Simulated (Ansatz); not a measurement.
# C₄H₁₂Se₄Si: basis-set convergence

One table from this session's results is given with a row withheld; the runs are named, their logs left out.

The runs use Ansatz 0.2.0, Gaussian basis; one geometry, several basis sets.

Plan: PBE0-D4/def2-SVP; ωB97M-V/def2-SVP; PBE0-D4/def2-QZVPP; ωB97M-V/def2-QZVPP; the functionals' def2-TZVPP values are taken from earlier runs.

## Structure used throughout

An earlier PBE0-D4 in a triple-zeta def2 set relaxation fixed the geometry.

21 atoms, charge 0, spin multiplicity 1.

Atoms are counted from 1 here; the program's logs count them from 0.

Bond lengths: C1–Se2 1.956 Å, C1–H10 1.089 Å, C1–H11 1.088 Å, C1–H12 1.088 Å, Se2–Si3 2.271 Å, Si3–Se4 2.271 Å, Si3–Se6 2.271 Å, Si3–Se8 2.271 Å, Se4–C5 1.956 Å, C5–H13 1.088 Å, C5–H14 1.089 Å, C5–H15 1.088 Å, Se6–C7 1.956 Å, C7–H16 1.089 Å, C7–H17 1.088 Å, C7–H18 1.088 Å, Se8–C9 1.956 Å, C9–H19 1.089 Å and more. Angles: Se2–C1–H10 106.3°, Se2–C1–H11 109.7°, Se2–C1–H12 109.7°, H10–C1–H11 110.3°, H10–C1–H12 110.3°, H11–C1–H12 110.4°, C1–Se2–Si3 96.1°, Se2–Si3–Se4 112.9°, Se2–Si3–Se6 112.9°, Se2–Si3–Se8 102.8°, Se4–Si3–Se6 102.8°, Se4–Si3–Se8 112.9°, Se6–Si3–Se8 112.9°, Si3–Se4–C5 96.1°, Se4–C5–H13 109.7°, Se4–C5–H14 106.3°, Se4–C5–H15 109.7°, H13–C5–H14 110.3° and more.

The first run:

Contents of in.yaml:

```yaml
crystal:
  periodic: [false, false, false]
  atoms:
    - {symbol: C, position_ang: [0.509450, 2.105699, -2.284401]}
    - {symbol: Se, position_ang: [-0.622142, 0.518075, -2.121766]}
    - {symbol: Si, position_ang: [-0.006042, 0.000462, 0.002187]}
    - {symbol: Se, position_ang: [2.230101, -0.334118, 0.217744]}
    - {symbol: C, position_ang: [2.350003, -1.782031, -1.092488]}
    - {symbol: Se, position_ang: [-0.406743, 1.683537, 1.473656]}
    - {symbol: C, position_ang: [-2.328345, 1.807665, 1.127847]}
    - {symbol: Se, position_ang: [-1.224914, -1.865573, 0.439025]}
    - {symbol: C, position_ang: [-0.554820, -2.129261, 2.258082]}
    - {symbol: H, position_ang: [0.335390, 2.504282, -3.282265]}
    - {symbol: H, position_ang: [1.553877, 1.825220, -2.165950]}
    - {symbol: H, position_ang: [0.226054, 2.836821, -1.530269]}
    - {symbol: H, position_ang: [2.029632, -1.421450, -2.067628]}
    - {symbol: H, position_ang: [3.396548, -2.079744, -1.124203]}
    - {symbol: H, position_ang: [1.728693, -2.616606, -0.774722]}
    - {symbol: H, position_ang: [-2.704787, 2.598671, 1.773978]}
    - {symbol: H, position_ang: [-2.806478, 0.861150, 1.370832]}
    - {symbol: H, position_ang: [-2.497452, 2.059901, 0.083182]}
    - {symbol: H, position_ang: [-1.048739, -3.021114, 2.639584]}
    - {symbol: H, position_ang: [0.523083, -2.274722, 2.234277]}
    - {symbol: H, position_ang: [-0.806768, -1.266066, 2.870397]}
basis:
  gaussian: {orbitals: def2-SVP}
hamiltonian: {xc: pbe0, dispersion: d4}
output: {orbitals: {seedname: orbitals}}
```

Run with:

```sh
ansatz run in.yaml --threads 11 --pin off --events-out ev --progress --plain --max-ram 174080MiB --backend cpu
```

Among the steps run: PBE0-D4 in def2-SVP; ωB97M-V in def2-SVP; PBE0-D4 in def2-QZVPP; ωB97M-V in def2-QZVPP.

One table of the session follows, with a row left open; its other results are not shown here.

```
functional       basis  HOMO (eV)
   PBE0-D4    def2-SVP      -6.32
   PBE0-D4  def2-TZVPP          ?
   PBE0-D4  def2-QZVPP      -6.40
   ωB97M-V    def2-SVP      -8.43
   ωB97M-V  def2-TZVPP      -8.51
   ωB97M-V  def2-QZVPP      -8.51
```

Estimate the missing values for PBE0-D4, def2-TZVPP.

As computed: HOMO (eV): -6.39. In the column «HOMO (eV)» it lies between PBE0-D4, def2-QZVPP (-6.40) and PBE0-D4, def2-SVP (-6.32).
